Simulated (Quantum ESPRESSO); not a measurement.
Write the native input for Quantum ESPRESSO 7.5 that does the following.

- Task: single point
- Functional: PBE
- Potentials or basis: SSSP 1.3 efficiency PBE
- Cutoff: 748 eV
- Density cutoff: 5987 eV
- k mesh: 16 × 16 × 16
- Occupations: methfessel-paxton, width 0.1 eV
- Spin: no spin polarisation
- Mixing beta: 0.5
- Most SCF iterations: 120
- SCF threshold: 6e-10 Ry

Crystal: Si2Ni.

```xyz
3
Lattice="0.0000 2.6922 2.7192 2.6922 0.0000 2.7192 2.6922 2.6922 0.0000" Properties=species:S:1:pos:R:3 pbc="T T T"
Ni    0.0000    0.0000    0.0000
Si    1.3461    1.3461    1.3596
Si    4.0383    4.0383    4.0788
```

The cell was built by a generator and needn't be a form met in nature.

These files were run (other wordings do the same):

pw.in

```
&CONTROL
  calculation = 'scf'
  prefix = 'pwscf'
  outdir = './tmp'
  pseudo_dir = './pseudo'
  tprnfor = .true.
  tstress = .true.
  disk_io = 'nowf'
/
&SYSTEM
  ibrav = 0
  nat = 3
  ntyp = 2
  ecutwfc = 55
  ecutrho = 440
  nbnd = 20
  occupations = 'smearing'
  smearing = 'mp'
  degauss = 0.00734986
/
&ELECTRONS
  conv_thr = 6d-10
  electron_maxstep = 120
  mixing_beta = 0.5
/
ATOMIC_SPECIES
Ni    58.6934 ni_pbe_v1.4.uspp.F.UPF
Si    28.0850 Si.pbe-n-rrkjus_psl.1.0.0.UPF
CELL_PARAMETERS angstrom
   0.0000000000    2.6921988120    2.7191747520
   2.6921988120    0.0000000000    2.7191747520
   2.6921988120    2.6921988120    0.0000000000
ATOMIC_POSITIONS crystal
Ni     0.0000000000    0.0000000000    0.0000000000
Si     0.2500000000    0.2500000000    0.2500000000
Si     0.7500000000    0.7500000000    0.7500000000
K_POINTS automatic
16 16 16 0 0 0
```

Potentials or basis: SSSP 1.3 efficiency PBE.

Command:

```console
$ OMP_NUM_THREADS=1 pw.x -in pw.in > pw.out
```

It gave:

```yaml
Pressure: 3.9 GPa
Band_gap_on_the_k_mesh: none (metal or under the smearing width)
```

Run time: 15 min on 1 thread of AMD EPYC 7571, with other jobs on the host, peak memory 0.37 GiB.
